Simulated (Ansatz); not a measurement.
**C₄H₁₁CuO₂: vertical ionisation energy**

One table from this session's results is given with a row withheld; the runs are named, their logs left out.

Program: Ansatz 0.2.0, Gaussian basis. Level of theory: unrestricted cation, the program's frozen cores in correlated methods. These are calculated values, not measurements.

Plan: UKS PBE-D4/def2-TZVPP; UKS r2SCAN-D4/def2-TZVPP; UKS PBE0-D4/def2-TZVPP; UKS B3LYP-D4/def2-TZVPP; UKS wB97X-V/def2-TZVPP; UKS wB97M-V/def2-TZVPP; UKS B2PLYP (frozen core with 3s3p of Cu, Zn)/def2-TZVPP; UHF-MP2 with 3s3p of Cu, Zn/def2-TZVPP; UHF-MP2 with 3s3p of Cu, Zn/def2-QZVPP; then −ε(HOMO) from the neutral's earlier runs with LDA (SPW92), PBE-D4, revPBE-D4, BLYP-D4, r2SCAN-D4, B97M-V, PBE0-D4, B3LYP-D4, r2SCANh-D4, r2SCAN0-D4, HSE06-D4, BHLYP-D4, CAM-B3LYP-D4, LC-ωPBE, ωB97X-V, ωB97M-V.

1 further run of the same task is left out (it didn't finish).

## The geometry

All runs share one geometry, relaxed beforehand with PBE0-D4 in a triple-zeta def2 set.

SMILES `CC(C)(C)[O][Cu-][OH2+]`, 18 atoms, charge 0, spin multiplicity 1.

Atoms are counted from 1 here; the program's logs count them from 0.

Bond lengths: C1–C2 1.529 Å, C1–H8 1.093 Å, C1–H9 1.096 Å, C1–H10 1.094 Å, C2–C3 1.529 Å, C2–C4 1.529 Å, C2–O5 1.394 Å, C3–H11 1.092 Å, C3–H12 1.094 Å, C3–H13 1.092 Å, C4–H14 1.093 Å, C4–H15 1.095 Å, C4–H16 1.096 Å, O5–Cu6 1.783 Å, Cu6–O7 1.940 Å, O7–H17 0.963 Å, O7–H18 0.963 Å. Angles: C2–C1–H8 109.7°, C2–C1–H9 109.8°, C2–C1–H10 112.3°, H8–C1–H9 108.1°, H8–C1–H10 108.7°, H9–C1–H10 108.1°, C1–C2–C3 109.4°, C1–C2–C4 109.4°, C1–C2–O5 110.9°, C3–C2–C4 109.4°, C3–C2–O5 106.8°, C4–C2–O5 110.9°, C2–C3–H11 109.7°, C2–C3–H12 111.9°, C2–C3–H13 109.7°, H11–C3–H12 108.7°, H11–C3–H13 108.0°, H12–C3–H13 108.8° and more.

Set-up of the first run:

Contents of in.yaml:

```yaml
crystal:
  periodic: [false, false, false]
  atoms:
    - {symbol: C, position_ang: [1.149353, -0.037403, 1.116206]}
    - {symbol: C, position_ang: [0.485665, -0.532922, -0.169169]}
    - {symbol: C, position_ang: [1.500842, -1.325601, -0.992328]}
    - {symbol: C, position_ang: [-0.697398, -1.434847, 0.184447]}
    - {symbol: O, position_ang: [0.073879, 0.538690, -0.960253]}
    - {symbol: Cu, position_ang: [-1.116140, 1.739425, -0.393540]}
    - {symbol: O, position_ang: [-2.396004, 3.114179, 0.092154]}
    - {symbol: H, position_ang: [1.975805, 0.633275, 0.869353]}
    - {symbol: H, position_ang: [0.423930, 0.522748, 1.716863]}
    - {symbol: H, position_ang: [1.535515, -0.858838, 1.727800]}
    - {symbol: H, position_ang: [1.034224, -1.671140, -1.917464]}
    - {symbol: H, position_ang: [1.881244, -2.192893, -0.445217]}
    - {symbol: H, position_ang: [2.341975, -0.681379, -1.257830]}
    - {symbol: H, position_ang: [-1.194586, -1.766163, -0.730313]}
    - {symbol: H, position_ang: [-0.391241, -2.316731, 0.755832]}
    - {symbol: H, position_ang: [-1.424673, -0.875980, 0.784033]}
    - {symbol: H, position_ang: [-2.018802, 4.000141, 0.108044]}
    - {symbol: H, position_ang: [-3.163599, 3.145458, -0.488617]}
basis:
  gaussian: {orbitals: def2-TZVPP}
total_charge: 1
magnetization: {spin_polarized: true, initial_magnetization: 1}
hamiltonian: {xc: pbe, dispersion: d4}
```

Run with:

```
ansatz run in.yaml --threads 2 --pin off --events-out ev --progress --plain --max-ram 22528MiB --backend cuda --devices 0, --max-vram 18GiB
```

Among the steps run: Cation, UKS PBE-D4/def2-TZVPP; Cation, UKS r2SCAN-D4/def2-TZVPP; Cation, UKS PBE0-D4/def2-TZVPP; Cation, UKS B3LYP-D4/def2-TZVPP; Cation, UKS wB97X-V/def2-TZVPP; Cation, UKS wB97M-V/def2-TZVPP; Cation, UKS B2PLYP (frozen core with 3s3p of Cu, Zn)/def2-TZVPP; Cation, UHF-MP2 with 3s3p of Cu, Zn/def2-TZVPP; Cation, UHF-MP2 with 3s3p of Cu, Zn/def2-QZVPP.

One table of the session follows, with a row left open; its other results are not shown here.

It belongs to the step «Ionisation energies side by side». For comparison, −ε(HOMO) of the neutral from earlier runs:

```
  functional  −ε(HOMO) (eV)
 LDA (SPW92)           4.43
      PBE-D4           4.21
   revPBE-D4           4.11
     BLYP-D4           4.14
   r2SCAN-D4           4.37
      B97M-V           4.57
     PBE0-D4           5.62
    B3LYP-D4           5.43
  r2SCANh-D4           4.94
  r2SCAN0-D4           5.78
    HSE06-D4           5.21
    BHLYP-D4              ?
CAM-B3LYP-D4           7.05
     LC-ωPBE           8.26
     ωB97X-V           8.01
     ωB97M-V           8.03
```

**Question.** Estimate the row for BHLYP-D4.

Worked estimate for «−ε(HOMO) (eV)». Against the share of exact exchange, BLYP-D4 (0, 4.14), B3LYP-D4 (0.2, 5.43) give a slope of 6.45 per unit share; at 0.5 the line stands at 7.36.

As computed: −ε(HOMO) (eV): 7.01. In «−ε(HOMO) (eV)» the line misses by +0.35.
